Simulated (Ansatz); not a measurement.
**ClF2OSi radical: small, medium and large basis sets**

The task here is to estimate one member of a computed series from the others.

Method: one geometry, several basis sets; program: Ansatz 0.2.0, Gaussian basis.

Levels to be run: PBE0-D4/def2-SVP; ωB97M-V/def2-SVP; PBE0-D4/def2-QZVPP; ωB97M-V/def2-QZVPP; the functionals' def2-TZVPP values are taken from earlier runs.

## The relaxed structure

An earlier PBE0-D4 in a triple-zeta def2 set relaxation fixed the geometry.

SMILES `[O][Si](F)(F)Cl`, 5 atoms, charge 0, spin multiplicity 2.

Atoms are counted from 1 here; the program's logs count them from 0.

Bond lengths: O1–Si2 1.641 Å, Si2–F3 1.569 Å, Si2–F4 1.569 Å, Si2–Cl5 2.005 Å. Angles: O1–Si2–F3 112.2°, O1–Si2–F4 112.3°, O1–Si2–Cl5 102.8°, F3–Si2–F4 106.3°, F3–Si2–Cl5 111.7°, F4–Si2–Cl5 111.7°.

As a file:

```csv
atom,x (Å),y (Å),z (Å)
O1,-0.17314,0.04865,1.62244
Si2,0.07096,-0.09224,0.00561
F3,-0.37459,-1.49327,-0.54266
F4,1.58175,0.07442,-0.38391
Cl5,-1.05507,1.38874,-0.74277
```

The first run:

Contents of in.yaml:

```yaml
crystal:
  periodic: [false, false, false]
  atoms:
    - {symbol: O, position_ang: [-0.173144, 0.048651, 1.622437]}
    - {symbol: Si, position_ang: [0.070957, -0.092239, 0.005606]}
    - {symbol: F, position_ang: [-0.374586, -1.493267, -0.542660]}
    - {symbol: F, position_ang: [1.581747, 0.074418, -0.383912]}
    - {symbol: Cl, position_ang: [-1.055073, 1.388737, -0.742771]}
basis:
  gaussian: {orbitals: def2-SVP}
magnetization: {spin_polarized: true, initial_magnetization: 1}
hamiltonian: {xc: pbe0, dispersion: d4}
output: {orbitals: {seedname: orbitals}}
```

Steps of the session up to this table: PBE0-D4 in def2-SVP; ωB97M-V in def2-SVP; PBE0-D4 in def2-QZVPP; ωB97M-V in def2-QZVPP.

One of the session's tables, all rows but one given; the rest of the session is left out.

It belongs to the step «Functionals by basis». 

| functional | basis | HOMO (eV) | LUMO (eV) |
| --- | --- | --- | --- |
| PBE0-D4 | def2-SVP | -10.02 | -5.63 |
| PBE0-D4 | def2-TZVPP | -10.19 | -5.78 |
| PBE0-D4 | def2-QZVPP | -10.23 | -5.81 |
| ωB97M-V | def2-SVP | -12.38 | -3.32 |
| ωB97M-V | def2-TZVPP | ? | ? |
| ωB97M-V | def2-QZVPP | -12.62 | -3.61 |

**Question.** Estimate the row for ωB97M-V, def2-TZVPP.

**Answer.** HOMO (eV): -12.57; LUMO (eV): -3.55. In the column «HOMO (eV)» it lies between ωB97M-V, def2-QZVPP (-12.62) and ωB97M-V, def2-SVP (-12.38).
